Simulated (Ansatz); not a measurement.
# GeH4 (SMILES [H][Ge]([H])([H])[H]): levels of theory compared

We compute a comparison of 6 runs (HF/STO-3G, B3LYP/STO-3G, UPBE/STO-3G, revPBE/STO-3G, RPA@PBE/STO-3G, CCSDTQ/STO-3G) of GeH4. 

The results are computed with Ansatz 0.2.0.

30 further runs of the same task are left out: 2 that didn't finish, 28 set aside as unsound or not needed.

**1. The system as given**

GeH4 has 5 atoms, charge 0, and is taken as a singlet. As SMILES, `[H][Ge]([H])([H])[H]`. The H4–Ge1 distance was set to 2.224 Å, away from the relaxed value. At this shape a bond of the SMILES string is far longer than usual.

Bond lengths: Ge1–H2 1.482 Å, Ge1–H3 1.483 Å, Ge1–H5 1.483 Å. Angles: H2–Ge1–H3 109.4°, H2–Ge1–H5 109.5°, H3–Ge1–H5 109.5°. A long bond or contact: Ge1–H4 2.224 Å.

**2. A single-point energy at HF/STO-3G (run 1)**

File job.yaml:

```yaml
basis:
  gaussian: {orbitals: STO-3G}
crystal:
  periodic: [false, false, false]
  atoms:
    - {symbol: Ge, position_ang: [0.353964, -0.606279, 0.236466]}
    - {symbol: H, position_ang: [0.365324, -0.624869, 1.718606]}
    - {symbol: H, position_ang: [1.748744, -0.596689, -0.266814]}
    - {symbol: H, position_ang: [-0.707610, 1.213950, -0.473620]}
    - {symbol: H, position_ang: [-0.345046, -1.812989, -0.267894]}
hamiltonian: {xc: hf}
accuracy: high
```

Run with:

```console
$ ansatz run job.yaml --threads 1 --pin off --max-ram 2610MiB --events-out events.jsonl --progress --plain --runs-dir runs
```

Standard output:

```text
Warning: RAYON_NUM_THREADS=1 ignored (pool sized by the plan → 1); use --threads N
Functional definition: HF
  name "HF"
  exchange = exact_x
  correlation = 0
286 factors; integrals over basis functions are off by at most 5.4e-8 eV
mean field evaluation 1: about -55890.4846 eV, gradient 8.0e0 eV
mean field evaluation 2: about -55890.4758 eV, gradient 7.9e0 eV
mean field evaluation 4: about -55890.9297 eV, gradient 5.1e-1 eV
mean field evaluation 8: about -55890.9305 eV, gradient 9.5e-7 eV
mean field -55890.93051677 eV, -2053.9538122581 hartree, gradient 4.8e-8 eV, S^2 0.000000; 0 other end points of the search recorded, 0 dependent functions left out
reference -55890.93051677 eV, -2053.9538122581 hartree; 18, 18 occupied and 4, 4 virtual orbitals, 286 factors
Total energy: -55890.93051677 eV, -2053.9538122581 hartree
```

It took 0.12 s on 1 thread of Intel Xeon Platinum 8375C at 2.90GHz (Ice Lake), shared host.

**3. The energy at B3LYP/STO-3G (run 2)**

Changes to job.yaml since step 2:

```diff
@@ -1,3 +1 @@
-basis:
-  gaussian: {orbitals: STO-3G}
 crystal:
@@ -10,3 +8,8 @@
     - {symbol: H, position_ang: [-0.345046, -1.812989, -0.267894]}
-hamiltonian: {xc: hf}
+basis:
+  gaussian:
+    orbitals: STO-3G
 accuracy: high
+total_charge: 0
+hamiltonian:
+  xc: {name: B3LYP}
```

Run with:

```console
$ ansatz run job.yaml --threads 1 --pin off --max-ram 2610MiB --events-out events.jsonl --progress --plain --runs-dir runs
```

Standard output:

```text
Warning: RAYON_NUM_THREADS=1 ignored (pool sized by the plan → 1); use --threads N
Functional definition: B3LYP
  name "B3LYP"
  parameter a0 = 0.2
  parameter ax = 0.72
  parameter ac = 0.81
  exchange = (1 - a0 - ax)*slater_x + ax*b88_x + a0*exact_x
  correlation = (1 - ac)*vwn_rpa_c + ac*lyp_c
286 factors; integrals over basis functions are off by at most 5.4e-8 eV
mean field evaluation 1: about -55926.3472 eV, gradient 2.7e1 eV
mean field evaluation 2: about -55925.6770 eV, gradient 2.4e1 eV
mean field evaluation 4: about -55928.8441 eV, gradient 9.5e-1 eV
mean field evaluation 8: about -55928.7987 eV, gradient 1.9e-3 eV
mean field evaluation 16: about -55928.7987 eV, gradient 5.3e-8 eV
mean field -55928.79868598 eV, -2055.3454418085 hartree, gradient 5.3e-8 eV, S^2 0.000000; 0 other end points of the search recorded, 0 dependent functions left out
reference -55928.79871116 eV, -2055.3454427339 hartree; 18, 18 occupied and 4, 4 virtual orbitals, 286 factors
Total energy: -55928.79871116 eV, -2055.3454427339 hartree
```

Wall time 0.8 s (1 thread of Intel Xeon Platinum 8375C at 2.90GHz (Ice Lake), shared host); peak memory 0.11 GiB.

Runs 3 to 5 aren't shown in full; the table further down has their settings and results.

**4. The energy at CCSDTQ/STO-3G (run 6)**

File run.yaml:

```yaml
crystal:
  periodic: [false, false, false]
  atoms:
    - {symbol: Ge, position_ang: [0.353964, -0.606279, 0.236466]}
    - {symbol: H, position_ang: [0.365324, -0.624869, 1.718606]}
    - {symbol: H, position_ang: [1.748744, -0.596689, -0.266814]}
    - {symbol: H, position_ang: [-0.707610, 1.213950, -0.473620]}
    - {symbol: H, position_ang: [-0.345046, -1.812989, -0.267894]}
basis:
  gaussian:
    orbitals: STO-3G
correlation:
  method: ccsdtq
  frozen_orbitals: {Ge: 9, H: 0}
accuracy: high
scf:
  omitted_lower_state_checks: [cluster_reference, increment]
```

Run with:

```console
$ ansatz run run.yaml --threads 1 --pin off --max-ram 2610MiB --events-out events.jsonl --progress --plain --runs-dir runs
```

Standard output, shortened:

```text
Warning: RAYON_NUM_THREADS=1 ignored (pool sized by the plan → 1); use --threads N
[... 2 set-up lines as earlier in the session ...]
[...]
286 factors; integrals over basis functions are off by at most 5.4e-8 eV
[...]
mean field -55890.93051677 eV, -2053.9538122581 hartree, gradient 4.8e-8 eV, S^2 0.000000; 0 other end points of the search recorded, 0 dependent functions left out; unrestricted orbitals would lower it
9 core orbitals not correlated: weight in the atoms' cores, before any rotation towards them, 1.000 or more for the frozen orbitals, at most 0.000 for the correlated occupied ones
reference -55890.93051677 eV, -2053.9538122581 hartree; 9, 9 occupied and 4, 4 virtual orbitals, 286 factors
second order -1.60612365 eV of doubles, -0.00000000 eV of singles
cycle   1  -2.20017406 eV  change   -5.9e-1 eV  update   8.6e-2
[...]
cycle  26  -2.65592602 eV  change  -1.4e-10 eV  update   2.1e-9
Total energy: -55893.58644280 eV, -2054.0514157393 hartree
Checks for a lower state left out: cluster_reference, increment
```

Run time: 6.6 s. Hardware: 1 thread of Intel Xeon Platinum 8375C at 2.90GHz (Ice Lake), shared host; peak memory 0.17 GiB.

**5. Overview of the runs**

| run | level | frozen core orbitals | energy (Eh) | wall time |
| --- | --- | --- | --- | --- |
| 1 | HF/STO-3G | – | -2053.953812 | 0.12 s |
| 2 | B3LYP/STO-3G | – | -2055.345443 | 0.8 s |
| 3 | UPBE/STO-3G | – | -2054.958532 | 1.3 s |
| 4 | revPBE/STO-3G | – | -2055.170676 | 0.76 s |
| 5 | RPA@PBE/STO-3G | 9 | -2054.065218 | 1.7 s |
| 6 | CCSDTQ/STO-3G | 9 | -2054.051416 | 6.6 s |

**6. What came out**

| quantity | value |
| --- | --- |
| run 6: total energy | -2054.05142 Eh |
| run 6: correlation energy (9 core orbitals frozen) | -97.6 mEh |
| run 6: T1 diagnostic | 0.005 |

Totals of different functionals can't be ranked against each other. In run 6 the log says that unrestricted orbitals would lower the reference, so the values rest on an unstable closed-shell determinant (other closed-shell runs at this shape may share the fault). In runs 1, 2, 3, 4, 5, 6 the basis is minimal, so the values are rough. All runs together took 11 s, the longest 6.6 s.
